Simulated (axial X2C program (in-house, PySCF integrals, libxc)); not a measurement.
# A two-component session on MnCl⁺: EOM-IP-CCSD levels

Aim: EOM-IP-CCSD levels of MnCl⁺, with spin–orbit coupling in the Hamiltonian from the start.

The runs use an in-house X2C program for linear molecules on PySCF integrals; two-component X2C with atomic mean-field terms, Mn dyall-cv3z, Cl dyall-av3z.

All values are calculated.

## 1. Input

The input, task.json:

```json
{"zs": [25, 17], "q": 1, "bas": ["dyall-cv3z", "dyall-av3z"], "r0": 2.18, "eom": "ip", "rq": 0, "thr": -2.0, "nmax": 95, "grid": [1, 0.96, 1.045, 0.92, 1.09, 1.15]}
```

Keys: zs atomic numbers; q charge; bas basis sets; r0 starting distance in Å; eom kind of EOM run; thr threshold in hartree for freezing inner shells (an s shell follows its p shell); nmax most natural virtual spinors; grid distances as factors.

Started as:

```sh
> python soeom.py task.json out
```

After this run come: EOM-IP-CCSD at 2.240 Å.

What does the calculation give? Wanted: next root led by one particle; T1 of the reference.

As calculated:

```
                     quantity                            value
       lowest root at 2.240 Å                Ω = 1/2, 8.041 eV
next root led by one particle  Ω = 3/2, about 1300 cm⁻¹ higher
          T1 of the reference                            0.026
```

In words: Removing an electron from the reference determinant of MnCl costs 8.04 eV and empties a spinor of 45% Mn dσ, 32% Mn dπ, 8% Cl pσ. The closed-shell reference lies 4.63 eV above the lowest determinant found, so these energies count from an excited configuration. Errors of 0.1 to 0.3 eV are usual at this size, and roots led by higher excitations are left out, so the list is incomplete, and low states of that kind can be missing. T1 or the largest double amplitude of the reference is raised, which lowers the reliability.
